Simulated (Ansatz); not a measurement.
# C2H4N2Te: basis-set convergence

Aim: see how fast density functionals converge with the basis set for C2H4N2Te.

The runs use Ansatz 0.2.0, Gaussian basis; one geometry, several basis sets.

The runs, in order: PBE0-D4/def2-SVP; ωB97M-V/def2-SVP; PBE0-D4/def2-QZVPP; ωB97M-V/def2-QZVPP; the functionals' def2-TZVPP values are taken from earlier runs.

## 1. The geometry

An earlier PBE0-D4 in a triple-zeta def2 set relaxation fixed the geometry. Te takes the def2 core potential; no spin-orbit term is included.

SMILES `C=NC(=N)[TeH]`, 9 atoms, charge 0, spin multiplicity 1.

Atoms are counted from 1 here; the program's logs count them from 0.

Bond lengths: C1–N2 1.262 Å, C1–H6 1.095 Å, C1–H7 1.089 Å, N2–C3 1.389 Å, C3–N4 1.260 Å, C3–Te5 2.122 Å, N4–H8 1.021 Å, Te5–H9 1.657 Å. Angles: N2–C1–H6 123.3°, N2–C1–H7 118.8°, H6–C1–H7 117.9°, C1–N2–C3 120.2°, N2–C3–N4 127.4°, N2–C3–Te5 115.4°, N4–C3–Te5 117.1°, C3–N4–H8 111.2°, C3–Te5–H9 93.8°.

## 2. PBE0-D4 in def2-SVP

Input file in.yaml:

```yaml
crystal:
  periodic: [false, false, false]
  atoms:
    - {symbol: C, position_ang: [0.696400, 0.691427, -1.077291]}
    - {symbol: N, position_ang: [-0.030656, -0.286464, -0.750481]}
    - {symbol: C, position_ang: [-0.175788, -0.633423, 0.586983]}
    - {symbol: N, position_ang: [0.556928, -1.405454, 1.261551]}
    - {symbol: Te, position_ang: [-1.909656, 0.131716, 1.541956]}
    - {symbol: H, position_ang: [1.210506, 1.326914, -0.349185]}
    - {symbol: H, position_ang: [0.819444, 0.923715, -2.133645]}
    - {symbol: H, position_ang: [1.345424, -1.743712, 0.708052]}
    - {symbol: H, position_ang: [-2.424205, 0.948883, 0.195060]}
basis:
  gaussian: {orbitals: def2-SVP}
hamiltonian: {xc: pbe0, dispersion: d4}
output: {orbitals: {seedname: orbitals}}
```

Command:

```bash
> ansatz run in.yaml --threads 4 --pin off --events-out ev --progress --plain --max-ram 10444MiB
```

The runs that follow: ωB97M-V in def2-SVP; PBE0-D4 in def2-QZVPP; ωB97M-V in def2-QZVPP.

Before running them: what should the planned runs give, taken together? Wanted: PBE0-D4: double and triple zeta above quadruple; ωB97M-V: double and triple zeta above quadruple.

As calculated:

| quantity | value |
| --- | --- |
| PBE0-D4: double and triple zeta above quadruple | 6.47, 0.34 eV |
| ωB97M-V: double and triple zeta above quadruple | 6.72, 0.33 eV |

PBE0-D4 gains 6.14 eV from double to triple zeta, then 0.34 eV more. These are total energies; as a rule much of such shifts cancels in differences, which this series doesn't test.
